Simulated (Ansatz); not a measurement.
# C₂H₃BS: vertical ionisation energy

Aim: the vertical ionisation energy of C₂H₃BS, as cation minus neutral at the neutral's geometry, on several levels, and how well −ε(HOMO) stands in for it.

Computed with Ansatz 0.2.0, Gaussian basis. Level: unrestricted cation, the program's frozen cores in correlated methods.

Levels to be run: UKS PBE-D4/def2-TZVPP; UKS r2SCAN-D4/def2-TZVPP; UKS PBE0-D4/def2-TZVPP; UKS B3LYP-D4/def2-TZVPP; UKS wB97X-V/def2-TZVPP; UKS wB97M-V/def2-TZVPP; UKS B2PLYP/def2-TZVPP; UHF-CCSD(T)/def2-TZVPP; UHF-MP2/def2-QZVPP; extrapolation to the limit; then −ε(HOMO) from the neutral's earlier runs with LDA (SPW92), PBE-D4, revPBE-D4, BLYP-D4, r2SCAN-D4, B97M-V, PBE0-D4, B3LYP-D4, r2SCANh-D4, r2SCAN0-D4, HSE06-D4, BHLYP-D4, CAM-B3LYP-D4, LC-ωPBE, ωB97X-V, ωB97M-V.

### 1 The relaxed structure

All runs share one geometry, relaxed beforehand with PBE0-D4 in a triple-zeta def2 set.

SMILES `BSC#C`, 7 atoms, charge 0, spin multiplicity 1.

Atoms are counted from 1 here; the program's logs count them from 0.

Bond lengths: B1–S2 2.008 Å, B1–H5 1.191 Å, B1–H6 1.191 Å, S2–C3 1.634 Å, C3–C4 1.241 Å, C4–H7 1.067 Å. Angles: S2–B1–H5 109.7°, S2–B1–H6 109.7°, H5–B1–H6 125.8°, B1–S2–C3 56.9°, S2–C3–C4 145.2°, C3–C4–H7 162.1°.

### 2 Cation, UKS PBE-D4/def2-TZVPP

Contents of in.yaml:

```yaml
crystal:
  periodic: [false, false, false]
  atoms:
    - {symbol: B, position_ang: [-0.417849, 0.582465, -0.141915]}
    - {symbol: S, position_ang: [1.081848, 1.232827, 1.024361]}
    - {symbol: C, position_ang: [0.939924, -0.319882, 0.537218]}
    - {symbol: C, position_ang: [0.259939, -1.123176, -0.119921]}
    - {symbol: H, position_ang: [-0.281007, 1.008497, -1.245967]}
    - {symbol: H, position_ang: [-1.433963, 0.572870, 0.479847]}
    - {symbol: H, position_ang: [-0.087691, -2.021600, -0.579324]}
basis:
  gaussian: {orbitals: def2-TZVPP}
total_charge: 1
magnetization: {spin_polarized: true, initial_magnetization: 1}
hamiltonian: {xc: pbe, dispersion: d4}
```

Command:

```console
$ ansatz run in.yaml --threads 2 --pin off --events-out ev --progress --plain --max-ram 4352MiB
```

Further steps of the session: Cation, UKS r2SCAN-D4/def2-TZVPP; Cation, UKS PBE0-D4/def2-TZVPP; Cation, UKS B3LYP-D4/def2-TZVPP; Cation, UKS wB97X-V/def2-TZVPP; Cation, UKS wB97M-V/def2-TZVPP; Cation, UKS B2PLYP (frozen core)/def2-TZVPP; Cation, UHF-CCSD(T)/def2-TZVPP; Cation, UHF-MP2/def2-QZVPP.

Q: Predict the results of all the runs planned. Wanted: ionisation energy, CCSD(T)/CBS; nearest functional by difference; nearest −ε(HOMO); −ε(HOMO) of PBE; T1 of the cation.

As calculated:

| quantity | value |
| --- | --- |
| ionisation energy, CCSD(T)/CBS | 9.65 eV |
| nearest functional by difference | ωB97M-V (-0.16 eV) |
| nearest −ε(HOMO) | LC-ωPBE (+0.18 eV) |
| −ε(HOMO) of PBE | 6.12 eV |
| T1 of the cation | 0.030 |

Energy differences with functionals land within 0.26 eV of the reference. The PBE orbital energy is 3.5 eV too small: a semilocal HOMO is no ionisation energy. Among orbital estimates LC-ωPBE comes nearest. Hartree-Fock falls 1.40 eV short, as the neutral has more correlation energy than the cation. The cation's T1 (from the report) is 0.030, near the customary mark of 0.045 for open shells, so the coupled-cluster value is less safe.
